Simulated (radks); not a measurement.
**Ionising indium step by step, In⁸⁺ to In¹⁶⁺**

Wanted: the ionisation ladder of indium and its errors against NIST. Each value is a difference of total energies (Δ-SCF).

Program: radks (a radial shooting solver on a logarithmic mesh, Libxc functionals) version 1. Level of theory: Dirac Kohn-Sham, PBE, spin-unpolarised, spherical densities, finite nucleus; open shells fill j = l - 1/2 first. These are calculated values, not measurements, unless marked.

## (1) What is computed

* element: indium (Z = 49)
* charges: 8 to 16
* first configuration: [Kr] 4d5
* last configuration: [Ar] 3d10 4s2 4p3

In the logs a row gives level, spin channel, occupation and eigenvalue; Etot, Ekin, Encl (electron-nucleus), Eh (Hartree) and Exc are energies, all in hartree; err is the last residual, it the number of iterations.

## (2) In⁸⁺, [Kr] 4d5

Settings of this run:

```text
Z 49
configuration [Kr] 4d5 5s0 5p0
relativity Dirac
functional pbe,pbe
spin unpolarised
j_filling energy
nucleus finite rms 4.6156 fm
c 137.035999084
```

Output:

```text
1s1/2   1   2.0000       -1024.53330923
2s1/2   1   2.0000        -157.88749469
2p1/2   1   2.0000        -147.59996799
2p3/2   1   4.0000        -139.85057803
3s1/2   1   2.0000         -34.16624676
3p1/2   1   2.0000         -30.01781476
3p3/2   1   4.0000         -28.61306261
3d3/2   1   4.0000         -21.28728502
3d5/2   1   6.0000         -20.99878824
4s1/2   1   2.0000          -9.28722679
4p1/2   1   2.0000          -7.88056319
4p3/2   1   4.0000          -7.60680166
4d3/2   1   4.0000          -5.32915463
4d5/2   1   1.0000          -5.28463057
5s1/2   1   0.0000          -3.74440811
5p1/2   1   0.0000          -3.28171646
5p3/2   1   0.0000          -3.21347399
Etot -5863.930969193525
Ekin 6162.901613847279
Encl -14018.182724368264
Eh 2146.3535410516365
Exc -155.00339972417694
err 6.102502944921099e-09
it 14
```

4d5/2 is the highest filled level (-143.80 eV).

From the orbitals of this run (lengths in bohr):

```csv
level,occupation,energy (eV),<r>,outermost maximum (interpolated),90 % within,nodes
4s1/2,2,-252.72,0.8207,0.760,1.18,3
4p1/2,2,-214.44,0.8574,0.784,1.25,2
4p3/2,4,-206.99,0.8812,0.806,1.28,2
4d3/2,4,-145.01,0.9836,0.868,1.47,1
4d5/2,1,-143.80,0.9915,0.875,1.48,1
5s1/2,0,-101.89,1.729,1.66,2.42,4
5p1/2,0,-89.300,1.853,1.78,2.61,3
5p3/2,0,-87.443,1.891,1.82,2.66,3
```

Radial density 4πr²ρ:

```csv
r (bohr),4πr²ρ (e/bohr)
0.00134,2.445
0.00203,4.969
0.00305,9.631
0.00463,17.95
0.00696,30.61
0.0105,46.64
0.0159,60.57
0.0239,63.12
0.0362,55.95
0.0544,60.42
0.0825,78.83
0.124,69.45
0.187,54.74
0.283,65.11
0.425,34.78
0.645,18.78
0.969,15.91
1.47,3.223
2.21,0.1288
```

## (3) In⁹⁺, [Kr] 4d4

Input: that of step 2 with these lines changed.

```diff
@@ -1,3 +1,3 @@
 Z 49
-configuration [Kr] 4d5 5s0 5p0
+configuration [Kr] 4d4 5s0 5p0
 relativity Dirac
```

Output:

```text
1s1/2   1   2.0000       -1025.53268554
2s1/2   1   2.0000        -158.89791649
2p1/2   1   2.0000        -148.61094171
2p3/2   1   4.0000        -140.86150611
3s1/2   1   2.0000         -35.13720281
3p1/2   1   2.0000         -30.99017018
3p3/2   1   4.0000         -29.58357042
3d3/2   1   4.0000         -22.26428153
3d5/2   1   6.0000         -21.97514447
4s1/2   1   2.0000         -10.15041727
4p1/2   1   2.0000          -8.73157131
4p3/2   1   4.0000          -8.45009441
4d3/2   1   4.0000          -6.13962168
4d5/2   1   0.0000          -6.09253833
5s1/2   1   0.0000          -4.32608628
5p1/2   1   0.0000          -3.83556202
5p3/2   1   0.0000          -3.75907815
Etot -5858.24483186352
Ekin 6157.398747354357
Encl -13969.606201725821
Eh 2107.9743568398803
Exc -154.0117343319363
err 5.243884358786051e-09
it 14
```

Ionisation energy of In⁸⁺: 154.73 eV. 4d3/2 is the highest filled level (-167.07 eV).

## (4) In¹⁰⁺, [Kr] 4d3

Input: that of step 3 with these lines changed.

```diff
@@ -1,3 +1,3 @@
 Z 49
-configuration [Kr] 4d4 5s0 5p0
+configuration [Kr] 4d3
 relativity Dirac
```

Output:

```text
1s1/2   1   2.0000       -1026.59051411
2s1/2   1   2.0000        -159.96583435
2p1/2   1   2.0000        -149.68007103
2p3/2   1   4.0000        -141.93044059
3s1/2   1   2.0000         -36.15716200
3p1/2   1   2.0000         -32.01180054
3p3/2   1   4.0000         -30.60299822
3d3/2   1   4.0000         -23.29126953
3d5/2   1   6.0000         -23.00136576
4s1/2   1   2.0000         -11.04496644
4p1/2   1   2.0000          -9.61353095
4p3/2   1   4.0000          -9.32373452
4d3/2   1   3.0000          -6.98144997
4d5/2   1   0.0000          -6.93171862
Etot -5851.686637017122
Ekin 6150.936919406394
Encl -13918.210590511113
Eh 2068.561444222758
Exc -152.97441013516107
err 6.2369696187576274e-09
it 14
```

Removing an electron from In⁹⁺ costs 178.46 eV. Highest occupied level: 4d3/2 at -189.97 eV.

## (5) In¹¹⁺, [Kr] 4d2

Input: that of step 4 with these lines changed.

```diff
@@ -1,3 +1,3 @@
 Z 49
-configuration [Kr] 4d3
+configuration [Kr] 4d2 5s0 5p0
 relativity Dirac
```

Output:

```text
1s1/2   1   2.0000       -1027.69794686
2s1/2   1   2.0000        -161.08331117
2p1/2   1   2.0000        -150.79914307
2p3/2   1   4.0000        -143.04923177
3s1/2   1   2.0000         -37.21927373
3p1/2   1   2.0000         -33.07584822
3p3/2   1   4.0000         -31.66450225
3d3/2   1   4.0000         -24.36143164
3d5/2   1   6.0000         -24.07064507
4s1/2   1   2.0000         -11.96599932
4p1/2   1   2.0000         -10.52185966
4p3/2   1   4.0000         -10.22327887
4d3/2   1   2.0000          -7.85073259
4d5/2   1   0.0000          -7.79829461
5s1/2   1   0.0000          -5.55609466
5p1/2   1   0.0000          -5.01454884
5p3/2   1   0.0000          -4.92136582
Etot -5844.272782154178
Ekin 6143.619697413799
Encl -13864.423794820621
Eh 2028.4346726598992
Exc -151.9033574072544
err 6.116644392971474e-09
it 14
```

Removing an electron from In¹⁰⁺ costs 201.74 eV. 4d3/2 is the highest filled level (-213.63 eV).

## (6) In¹²⁺, [Kr] 4d1

Input: that of step 5 with these lines changed.

```diff
@@ -1,3 +1,3 @@
 Z 49
-configuration [Kr] 4d2 5s0 5p0
+configuration [Kr] 4d1 5s0 5p0
 relativity Dirac
```

Output:

```text
1s1/2   1   2.0000       -1028.85415649
2s1/2   1   2.0000        -162.24939842
2p1/2   1   2.0000        -151.96724363
2p3/2   1   4.0000        -144.21695721
3s1/2   1   2.0000         -38.32232655
3p1/2   1   2.0000         -34.18111332
3p3/2   1   4.0000         -32.76687095
3d3/2   1   4.0000         -25.47359889
3d5/2   1   6.0000         -25.18180988
4s1/2   1   2.0000         -12.91204867
4p1/2   1   2.0000         -11.45520777
4p3/2   1   4.0000         -11.14740209
4d3/2   1   1.0000          -8.74627705
4d5/2   1   0.0000          -8.69107210
5s1/2   1   0.0000          -6.20147587
5p1/2   1   0.0000          -5.63649986
5p3/2   1   0.0000          -5.53483148
Etot -5835.97641876385
Ekin 6135.419450888841
Encl -13808.286112823513
Eh 1987.6934289913952
Exc -150.80318582057427
err 6.082184245861961e-09
it 14
```

Ionisation energy of In¹¹⁺: 225.76 eV. The top filled level is 4d3/2, -238.00 eV.

## (7) In¹³⁺, [Kr]

Input: that of step 6 with these lines changed.

```diff
@@ -1,3 +1,3 @@
 Z 49
-configuration [Kr] 4d1 5s0 5p0
+configuration [Kr]
 relativity Dirac
```

Output:

```text
1s1/2   1   2.0000       -1030.05845921
2s1/2   1   2.0000        -163.46330067
2p1/2   1   2.0000        -153.18361070
2p3/2   1   4.0000        -145.43284703
3s1/2   1   2.0000         -39.46528053
3p1/2   1   2.0000         -35.32656740
3p3/2   1   4.0000         -33.90906471
3d3/2   1   4.0000         -26.62677455
3d5/2   1   6.0000         -26.33386022
4s1/2   1   2.0000         -13.88176329
4p1/2   1   2.0000         -12.41232832
4p3/2   1   4.0000         -12.09487467
Etot -5826.771845300417
Ekin 6126.309724731302
Encl -13749.831042803107
Eh 1946.4280788395743
Exc -149.6786060681859
err 6.383839115209281e-09
it 14
```

Removing an electron from In¹²⁺ costs 250.47 eV. Highest occupied level: 4p3/2 at -329.12 eV.

## (8) In¹⁴⁺, [Ar] 3d10 4s2 4p5

Input: that of step 7 with these lines changed.

```diff
@@ -1,3 +1,3 @@
 Z 49
-configuration [Kr]
+configuration [Ar] 3d10 4s2 4p5 5s0 4d0
 relativity Dirac
```

Output:

```text
1s1/2   1   2.0000       -1031.42695640
2s1/2   1   2.0000        -164.76809508
2p1/2   1   2.0000        -154.49914893
2p3/2   1   4.0000        -146.74548823
3s1/2   1   2.0000         -40.69275212
3p1/2   1   2.0000         -36.55727597
3p3/2   1   4.0000         -35.13602581
3d3/2   1   4.0000         -27.86179768
3d5/2   1   6.0000         -27.56768606
4s1/2   1   2.0000         -14.90078110
4p1/2   1   2.0000         -13.41836812
4p3/2   1   3.0000         -13.09012276
5s1/2   1   0.0000          -7.56149107
4d3/2   1   0.0000         -10.63542908
4d5/2   1   0.0000         -10.57431149
Etot -5814.180725852067
Ekin 6113.760671476586
Encl -13682.620243395211
Eh 1903.09869369426
Exc -148.41984762770144
err 6.464580036537556e-09
it 14
```

Ionisation energy of In¹³⁺: 342.62 eV. Highest occupied level: 4p3/2 at -356.20 eV.

## (9) In¹⁵⁺, [Ar] 3d10 4s2 4p4

Input: that of step 8 with these lines changed.

```diff
@@ -1,3 +1,3 @@
 Z 49
-configuration [Ar] 3d10 4s2 4p5 5s0 4d0
+configuration [Ar] 3d10 4s2 4p4
 relativity Dirac
```

Output:

```text
1s1/2   1   2.0000       -1032.83603561
2s1/2   1   2.0000        -166.10810228
2p1/2   1   2.0000        -155.85079294
2p3/2   1   4.0000        -148.09399253
3s1/2   1   2.0000         -41.94905209
3p1/2   1   2.0000         -37.81709704
3p3/2   1   4.0000         -36.39179424
3d3/2   1   4.0000         -29.12635879
3d5/2   1   6.0000         -28.83095493
4s1/2   1   2.0000         -15.93531199
4p1/2   1   2.0000         -14.44053677
4p3/2   1   2.0000         -14.10127875
Etot -5800.586294728653
Ekin 6100.201084178214
Encl -13613.394159459076
Eh 1859.7659904157451
Exc -147.15920986353672
err 6.387790353202586e-09
it 14
```

Ionisation energy of In¹⁴⁺: 369.92 eV. The top filled level is 4p3/2, -383.72 eV.

## (10) In¹⁶⁺, [Ar] 3d10 4s2 4p3

Input: that of step 9 with these lines changed.

```diff
@@ -1,3 +1,3 @@
 Z 49
-configuration [Ar] 3d10 4s2 4p4
+configuration [Ar] 3d10 4s2 4p3
 relativity Dirac
```

Output:

```text
1s1/2   1   2.0000       -1034.28525649
2s1/2   1   2.0000        -167.48277707
2p1/2   1   2.0000        -157.23801389
2p3/2   1   4.0000        -149.47782655
3s1/2   1   2.0000         -43.23350132
3p1/2   1   2.0000         -39.10536215
3p3/2   1   4.0000         -37.67569056
3d3/2   1   4.0000         -30.41981207
3d5/2   1   6.0000         -30.12301852
4s1/2   1   2.0000         -16.98391208
4p1/2   1   2.0000         -15.47741494
4p3/2   1   1.0000         -15.12690111
Etot -5785.973342831728
Ekin 6085.615149942771
Encl -13542.174003000237
Eh 1816.4887777569768
Exc -145.90326753123801
err 5.970123210163057e-09
it 14
```

E(In¹⁶⁺) − E(In¹⁵⁺) = 397.64 eV. The top filled level is 4p3/2, -411.62 eV.

## (11) All runs together

```csv
species,configuration,Δ-SCF (eV),−ε(HOMO) (eV),NIST (eV),error (%)
In⁸⁺,[Kr] 4d5,154.73,143.80,156 (theory),-0.8
In⁹⁺,[Kr] 4d4,178.46,167.07,178 (theory),+0.3
In¹⁰⁺,[Kr] 4d3,201.74,189.97,201 (theory),+0.4
In¹¹⁺,[Kr] 4d2,225.76,213.63,226 (theory),-0.1
In¹²⁺,[Kr] 4d1,250.47,238.00,249 (theory),+0.6
In¹³⁺,[Kr],342.62,329.12,341 (theory),+0.5
In¹⁴⁺,[Ar] 3d10 4s2 4p5,369.92,356.20,368 (theory),+0.5
In¹⁵⁺,[Ar] 3d10 4s2 4p4,397.64,383.72,396 (theory),+0.4
```

Reference values: NIST Atomic Spectra Database (exp. measured, semi-emp. semi-empirical, theory a theoretical value adopted there). Per unit of the charge left behind, the cost jumps most at In¹³⁺ ([Kr]): from 250.47 to 342.62 eV. There the highest level belongs to another shell. Minus the highest eigenvalue gives 93 to 96 % of the Δ-SCF value along the ladder. Spin polarisation and multiplet splitting are left out, so open shells lie too high by an amount that depends on their filling.
